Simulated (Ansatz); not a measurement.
# CH7AlN2OSi: the cost of one run

Program: Ansatz 0.2.0. Level of theory: RKS PBE0-D4/STO-3G. These are calculated values, not measurements.

## Step 1: The structure to begin with

Bond lengths: N1–Si2 1.797 Å, Si2–N3 1.802 Å, N3–C4 1.350 Å, C4–O5 1.331 Å, C4–Al6 1.975 Å, N1–H7 0.995 Å, N1–H8 1.065 Å, Si2–H9 1.483 Å, Si2–H10 1.486 Å, N3–H11 1.073 Å, Al6–H12 1.614 Å, Al6–H13 1.646 Å. Angles (14 of 18 angles, heavy atoms first): N1–Si2–N3 110.6°, Si2–N3–C4 125.8°, N3–C4–O5 119.3°, N3–C4–Al6 124.5°, O5–C4–Al6 116.1°, N1–Si2–H9 111.9°, N1–Si2–H10 108.1°, N3–Si2–H9 108.2°, N3–Si2–H10 110.2°, Si2–N1–H7 108.2°, Si2–N1–H8 106.3°, Si2–N3–H11 115.6°, C4–N3–H11 118.6°, C4–Al6–H12 117.2°.

Structure file:

```xyz
13

N     0.3914   -2.3454   -0.8360
Si    0.3967   -1.4693    0.7328
N     0.3017    0.3101    0.4641
C    -0.7003    0.9621   -0.1621
O    -1.7612    0.2769   -0.5813
Al   -0.7759    2.9193   -0.4157
H     0.4744   -3.3190   -0.6493
H     1.2334   -1.9879   -1.3814
H    -0.7427   -1.8693    1.5943
H     1.6524   -1.8135    1.4493
H     1.1317    0.8797    0.8344
H     0.4845    3.7807    0.1068
H    -2.0654    3.6407   -1.1412
```

## Step 2: Relaxing the start

input.yaml reads:

```yaml
crystal:
  periodic: [false, false, false]
  atoms:
    - { symbol: "N", position_ang: [0.3914, -2.3454, -0.836] }
    - { symbol: Si, position_ang: [0.3967, -1.4693, 0.7328] }
    - { symbol: "N", position_ang: [0.3017, 0.3101, 0.4641] }
    - { symbol: C, position_ang: [-0.7003, 0.9621, -0.1621] }
    - { symbol: O, position_ang: [-1.7612, 0.2769, -0.5813] }
    - { symbol: Al, position_ang: [-0.7759, 2.9193, -0.4157] }
    - { symbol: H, position_ang: [0.4744, -3.319, -0.6493] }
    - { symbol: H, position_ang: [1.2334, -1.9879, -1.3814] }
    - { symbol: H, position_ang: [-0.7427, -1.8693, 1.5943] }
    - { symbol: H, position_ang: [1.6524, -1.8135, 1.4493] }
    - { symbol: H, position_ang: [1.1317, 0.8797, 0.8344] }
    - { symbol: H, position_ang: [0.4845, 3.7807, 0.1068] }
    - { symbol: H, position_ang: [-2.0654, 3.6407, -1.1412] }
basis:
  gaussian: { orbitals: STO-3G }
hamiltonian:
  xc: pbe0
  dispersion: d4
relax:
  f_tol: 0.02
  max_steps: 40
```

The run is started by

```console
ansatz run input.yaml --threads 1 --pin off --max-ram 2048MiB --backend cpu --events-out ev --progress --plain --runs-dir out
```

Q: Estimate wall time and peak memory on 1 thread of Arm Neoverse V1, shared host.

About 2.7 min, with a peak of 0.18 GiB.
